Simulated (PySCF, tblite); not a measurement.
# CH₉OSSi₃ radical, a cluster model of a defect (Si site with back bonds [SiH3], C, S[SiH3]): infrared bands and EPR parameters

Wanted: the infrared bands and EPR parameters for `C[Si]([O])([SiH3])S[SiH3]`. It is drawn as: oxygen hole.

Computed with tblite 0.8.0 and PySCF 2.14.0; each step states its level. No surroundings beyond the atoms listed, unless a continuum is named. Atoms count from 0, parts from 1.

## 1. Starting point

15 atoms, charge 0, multiplicity 2; geometry: distance geometry start.

## 2. Relaxing the cluster with GFN2-xTB

Job settings and geometry (Å):

```
{"job": {"kind": "relax", "xc": "GFN2-xTB", "basis": "xTB"}, "charge": 0, "multiplicity": 2}
Si    -0.111178    -0.930050     1.858367
Si     0.235558    -2.809409     0.713043
C      1.494540    -0.195686     2.341371
S     -1.177669     0.460449     0.577673
Si    -2.229681    -0.060731    -1.222470
O     -1.090871    -1.271017     3.299058
H      1.077853    -2.539842    -0.399953
H     -1.008625    -3.359472     0.282318
H      0.875768    -3.749176     1.581526
H      2.050666    -0.895133     2.900812
H      2.027310     0.090365     1.490010
H      1.324698     0.643290     2.934833
H     -2.636295    -1.409058    -1.173132
H     -3.399582     0.742687    -1.358886
H     -1.394433     0.145742    -2.345492
```

With the program's defaults for keys left out, this is: GFN2-xTB geometry optimisation, gas phase.

On the command line:

```bash
> OMP_NUM_THREADS=1 python cluster_run.py task.json out
```

This one command runs all jobs of the session in turn.

Log:

```text
step      E/eV     max force
  0    -522.87459    8.425
  1    -524.29848    3.397
  2    -524.11588    8.893
  3    -524.44988    1.105
  4    -524.47728    0.567
  5    -524.51958    0.704
  6    -524.53066    0.466
  7    -524.54043    0.211
  8    -524.54700    0.357
  9    -524.55629    0.503
 10    -524.56503    0.441
 11    -524.57505    0.240
 12    -524.58482    0.273
 13    -524.59405    0.350
 14    -524.60154    0.246
 15    -524.60721    0.244
 16    -524.61212    0.193
 17    -524.61669    0.267
 18    -524.62163    0.306
 19    -524.62743    0.310
 20    -524.63364    0.331
 21    -524.63924    0.355
 22    -524.64390    0.309
 23    -524.64772    0.178
 24    -524.65081    0.138
 25    -524.65428    0.255
 26    -524.65908    0.367
 27    -524.66482    0.371
 28    -524.67013    0.238
 29    -524.67447    0.147
 30    -524.67792    0.189
 31    -524.68147    0.232
 32    -524.68636    0.201
 33    -524.69268    0.190
 34    -524.69985    0.200
 35    -524.70705    0.329
 36    -524.71140    0.517
 37    -524.72169    0.287
 38    -524.73070    0.262
 39    -524.73830    0.213
 40    -524.74383    0.196
 41    -524.74996    0.217
 42    -524.75653    0.228
 43    -524.76566    0.256
 44    -524.77226    0.225
 45    -524.77719    0.179
 46    -524.78218    0.152
 47    -524.78767    0.253
 48    -524.79349    0.321
 49    -524.79949    0.308
 50    -524.80697    0.205
 51    -524.81312    0.214
 52    -524.81787    0.218
 53    -524.82094    0.152
 54    -524.82318    0.115
 55    -524.82523    0.107
 56    -524.82809    0.178
 57    -524.83144    0.217
 58    -524.83446    0.169
 59    -524.83678    0.152
 60    -524.83868    0.173
 61    -524.84016    0.185
 62    -524.84181    0.144
 63    -524.84453    0.112
 64    -524.84689    0.135
 65    -524.85078    0.198
 66    -524.85394    0.221
 67    -524.85566    0.124
 68    -524.85669    0.073
 69    -524.85778    0.120
 70    -524.85930    0.128
 71    -524.86123    0.132
 72    -524.86348    0.134
 73    -524.86617    0.164
 74    -524.86927    0.168
 75    -524.87227    0.110
 76    -524.87466    0.128
 77    -524.87648    0.134
 78    -524.87912    0.143
 79    -524.88298    0.133
 80    -524.88484    0.077
 81    -524.88611    0.064
 82    -524.88705    0.082
 83    -524.88845    0.106
 84    -524.89039    0.125
 85    -524.89297    0.117
 86    -524.89587    0.139
 87    -524.89880    0.139
 88    -524.90130    0.087
 89    -524.90178    0.170
 90    -524.90382    0.067
 91    -524.90439    0.061
 92    -524.90524    0.052
 93    -524.90577    0.063
 94    -524.90693    0.085
 95    -524.90790    0.097
 96    -524.90882    0.072
 97    -524.90960    0.058
 98    -524.91041    0.052
 99    -524.91114    0.052
100    -524.91166    0.070
101    -524.91209    0.070
102    -524.91267    0.061
103    -524.91359    0.088
104    -524.91475    0.084
105    -524.91574    0.069
106    -524.91625    0.050
107    -524.91658    0.055
108    -524.91696    0.061
109    -524.91785    0.047
110    -524.91828    0.042
111    -524.91873    0.039
112    -524.91912    0.042
113    -524.91968    0.043
114    -524.92029    0.052
115    -524.92088    0.065
116    -524.92145    0.059
117    -524.92211    0.047
118    -524.92282    0.050
119    -524.92343    0.057
120    -524.92390    0.060
121    -524.92432    0.054
122    -524.92485    0.055
123    -524.92541    0.047
124    -524.92574    0.036
125    -524.92595    0.032
126    -524.92612    0.033
127    -524.92632    0.038
128    -524.92655    0.038
129    -524.92677    0.035
130    -524.92693    0.027
131    -524.92706    0.030
132    -524.92716    0.030
133    -524.92725    0.024
134    -524.92733    0.022
135    -524.92740    0.024
136    -524.92748    0.025
137    -524.92757    0.027
138    -524.92768    0.025
139    -524.92780    0.027
140    -524.92794    0.026
141    -524.92808    0.031
142    -524.92822    0.036
143    -524.92838    0.035
144    -524.92854    0.031
145    -524.92869    0.028
146    -524.92882    0.037
147    -524.92892    0.026
148    -524.92906    0.037
149    -524.92927    0.041
150    -524.92951    0.034
151    -524.92973    0.025
152    -524.92988    0.024
153    -524.92998    0.030
154    -524.93008    0.029
155    -524.93022    0.021
156    -524.93036    0.021
157    -524.93052    0.033
158    -524.93070    0.039
159    -524.93091    0.031
160    -524.93114    0.029
161    -524.93135    0.035
162    -524.93154    0.038
163    -524.93176    0.038
164    -524.93203    0.030
165    -524.93223    0.027
166    -524.93235    0.016
167    -524.93241    0.022
168    -524.93245    0.021
169    -524.93250    0.016
170    -524.93254    0.014
171    -524.93257    0.015
172    -524.93260    0.013
173    -524.93262    0.011
174    -524.93264    0.011
175    -524.93266    0.010
176    -524.93268    0.014
177    -524.93269    0.013
178    -524.93271    0.009
179    -524.93272    0.006
```

It took 6.1 s on 1 thread of Arm Neoverse V2, shared host.

The steps of the relaxation:

```csv
step,energy from step 0 (eV),largest force (eV/Å)
0,0.0000,8.4250
7,-1.6658,0.2117
14,-1.7269,0.2463
21,-1.7646,0.3543
28,-1.7955,0.2382
35,-1.8325,0.3285
42,-1.8819,0.2274
49,-1.9249,0.3085
56,-1.9535,0.1777
63,-1.9699,0.1119
70,-1.9847,0.1284
77,-2.0019,0.1338
84,-2.0158,0.1256
91,-2.0298,0.0618
98,-2.0358,0.0523
105,-2.0412,0.0687
112,-2.0445,0.0413
119,-2.0488,0.0569
126,-2.0515,0.0330
133,-2.0527,0.0239
140,-2.0534,0.0253
147,-2.0543,0.0253
154,-2.0555,0.0284
161,-2.0568,0.0355
168,-2.0579,0.0209
175,-2.0581,0.0100
179,-2.0581,0.0061
```

Distances of close pairs at the start and the end, largest changes first:

```
   bond  before (Å)  after (Å)  change (Å)
 Si0–O5       1.775      1.519      -0.257
Si0–Si1       2.228      2.411      +0.183
 Si0–C2       1.831      1.897      +0.067
Si4–H12       1.409      1.456      +0.046
 C2–H11       1.042      1.086      +0.044
Si4–H14       1.415      1.456      +0.041
 C2–H10       1.044      1.086      +0.041
 Si0–S3       2.170      2.210      +0.039
```

## 3. Infrared spectrum: GFN2-xTB

Job settings and geometry (Å):

```
{"job": {"kind": "ir", "xc": "GFN2-xTB", "basis": "xTB"}, "charge": 0, "multiplicity": 2}
Si     0.020409     0.138748     0.755270
Si     0.830866    -1.977210    -0.069637
C      1.581992     0.879507     1.537956
S     -0.019431     0.916385    -1.312666
Si    -2.129083     0.996180    -1.644323
O     -1.344287     0.008762     1.408791
H      2.076085    -1.769248    -0.801749
H     -0.194112    -2.582582    -0.910938
H      1.054256    -2.763806     1.142143
H      1.899967     0.275032     2.381210
H      2.403997     0.963513     0.833895
H      1.352325     1.872087     1.912954
H     -2.621337    -0.371738    -1.572704
H     -2.718965     1.885821    -0.662104
H     -2.192685     1.528549    -2.998098
```

Level: GFN2-xTB harmonic vibrations, gas phase.

Log:

```text
mode    cm-1     km/mol
  1      34.3      3.67
  2      78.1      3.00
  3      89.9      1.54
  4      93.0      8.41
  5      98.9      0.73
  6     106.5      1.32
  7     112.6      1.39
  8     165.0      0.81
  9     204.5     36.36
 10     232.7     36.41
 11     315.4      3.15
 12     384.9     39.83
 13     392.3      9.56
 14     404.0      4.02
 15     515.1    107.44
 16     530.6     60.98
 17     561.7     58.42
 18     704.3    578.78
 19     715.1     19.05
 20     740.7    203.39
 21     746.9    134.12
 22     759.1    161.24
 23     765.3    167.63
 24     774.1    484.34
 25     800.8     73.64
 26     820.5     57.14
 27    1330.0    115.13
 28    1350.1     73.03
 29    1463.5      0.96
 30    1477.8      1.39
 31    2272.6    158.20
 32    2297.2    183.77
 33    2314.0    181.54
 34    2327.3    301.64
 35    2331.9    189.06
 36    2375.8    195.53
 37    3043.8      4.45
 38    3045.9     13.34
 39    3051.5     24.24
```

Run time: 0.64 s. Hardware: 1 thread of Arm Neoverse V2, shared host; peak memory 0.19 GiB.

The strongest bands and the atoms that carry them:

```csv
cm⁻¹,km/mol,atoms
704,578.8,"H6 31 %, H7 31 %, H8 26 %"
741,203.4,"H6 43 %, H8 38 %"
774,484.3,"H14 35 %, H12 32 %, H13 15 %"
2327,301.6,"H12 73 %, H14 12 %"
2332,189.1,"H14 84 %, H12 13 %"
2376,195.5,H13 97 %
```

## 4. EPR parameters: B3LYP/pcH-1

Settings changed since step 3:

```diff
@@ -1,2 +1,2 @@
-{"job": {"kind": "ir", "xc": "GFN2-xTB", "basis": "xTB"}, "charge": 0, "multiplicity": 2}
+{"job": {"kind": "epr", "basis": "pcH-1"}, "charge": 0, "multiplicity": 2}
 Si     0.020409     0.138748     0.755270
```

Level: UKS B3LYP, pcH-1 on C H O S Si, non-relativistic, mean-field spin-orbit, GIAO.

Log:

```text
UKS, coarse grid
  cycle   1  E = -1385.22350661  |g| = 8.09e-01
  cycle   2  E = -1382.16606618  |g| = 2.38e+00
  cycle   3  E = -1385.42415963  |g| = 3.03e-01
  cycle   4  E = -1385.43573677  |g| = 3.17e-01
  cycle   5  E = -1385.48487194  |g| = 8.27e-02
  cycle   6  E = -1385.48738880  |g| = 4.44e-02
  cycle   7  E = -1385.48837307  |g| = 1.54e-02
  cycle   8  E = -1385.48850904  |g| = 7.02e-03
  cycle   9  E = -1385.48854343  |g| = 3.72e-03
  cycle  10  E = -1385.48855407  |g| = 1.53e-03
  cycle  11  E = -1385.48855721  |g| = 3.56e-04
UKS, final grid
  cycle   1  E = -1385.48848778  |g| = 8.23e-04
  cycle   2  E = -1385.48848529  |g| = 2.59e-03
  cycle   3  E = -1385.48848811  |g| = 1.36e-04
  cycle   4  E = -1385.48848812  |g| = 5.86e-05
  cycle   5  E = -1385.48848813  |g| = 3.92e-05
  cycle   6  E = -1385.48848814  |g| = 1.03e-05
E = -1385.48848814 Eh   <S^2> = 0.7566 (exact 0.7500)
g shifts (ppm)      1          2          3
  rmc          -226       -226       -226
  gc             -3         37         24
  oz_so         949      11767      25897
  total         721      11580      25697
hyperfine (MHz)  atom isotope    a_iso     a_fc   dipolar eigenvalues
    0  29Si      64.72      65.05    -12.33      5.16      7.17
    1  29Si    -202.15    -202.53    -86.72     42.36     44.36
    2   13C      41.10      41.07     -6.51     -6.24     12.75
    3   33S       8.27       7.35    -22.87    -21.70     44.57
    4  29Si       7.69       7.75     -0.55     -0.22      0.77
    5   17O     -18.03     -16.13    -98.90     48.59     50.31
    6    1H      16.37      16.36     -4.82     -0.59      5.41
    7    1H       0.64       0.64     -4.62     -0.94      5.55
    8    1H      53.24      53.24     -5.12      0.31      4.80
    9    1H      -5.16      -5.16     -3.60     -1.25      4.85
   10    1H      -3.91      -3.93     -3.63     -0.92      4.55
   11    1H      14.67      14.66     -3.51     -0.25      3.76
   12    1H      21.78      21.77     -1.13     -0.86      1.99
   13    1H      11.52      11.52     -1.46     -0.39      1.85
   14    1H       4.07       4.06     -1.07     -0.68      1.75
```

Run time: 80 s. Hardware: 1 thread of Arm Neoverse V2, shared host; peak memory 1.1 GiB.

Principal g values 2.00304, 2.01390, 2.02802; g(iso) = 2.01499, against 2.00232 for a free electron.

Hyperfine couplings, nucleus by nucleus at this fixed geometry (no averaging over rotations):

```csv
nuclei,isotope,a(iso) (MHz),"a(iso) (G, at g = 2.0023)",largest dipolar term (MHz)
Si1,29Si,-202.1,-72.1,-86.7
Si0,29Si,64.7,23.1,-12.3
H8,1H,53.2,19.0,-5.1
C2,13C,41.1,14.7,12.7
H12,1H,21.8,7.8,2.0
O5,17O,-18.0,-6.4,-98.9
H6,1H,16.4,5.8,5.4
H11,1H,14.7,5.2,3.8
H13,1H,11.5,4.1,1.9
S3,33S,8.3,3.0,44.6
Si4,29Si,7.7,2.7,0.8
H9,1H,-5.2,-1.8,4.8
H14,1H,4.1,1.5,1.7
H10,1H,-3.9,-1.4,4.5
```

Mulliken spin populations:

Si0 0.01; Si1 0.33; C2 0.06; S3 0.21; Si4 -0.01; O5 0.33; H6 0.01; H7 0.00; H8 0.03; H9 0.00; H10 0.00; H11 0.01; H12 0.01; H13 0.00; H14 0.00

In first order the couplings over 0.8 MHz of 1H give 248 distinct lines over 46.7 G.

## 5. Results

```
                                 quantity                    value
strongest single infrared mode (GFN2-xTB)                 704 cm⁻¹
                           g(iso) (B3LYP)                  2.01499
                                     ⟨S²⟩       0.757 (exact 0.75)
                           largest a(iso)  29Si on Si1, -202.1 MHz
```

No mode is imaginary at GFN2-xTB; the softest lies at 34 cm⁻¹. The largest spin populations lie on Si1 (0.33 e), O5 (0.33 e). The isotropic g lies 12.7 ppt above the free-electron value. A capped cluster stands for the solid here, so long-range fields and strain are missing, and bands or shifts of the capping hydrogens have no counterpart in it.
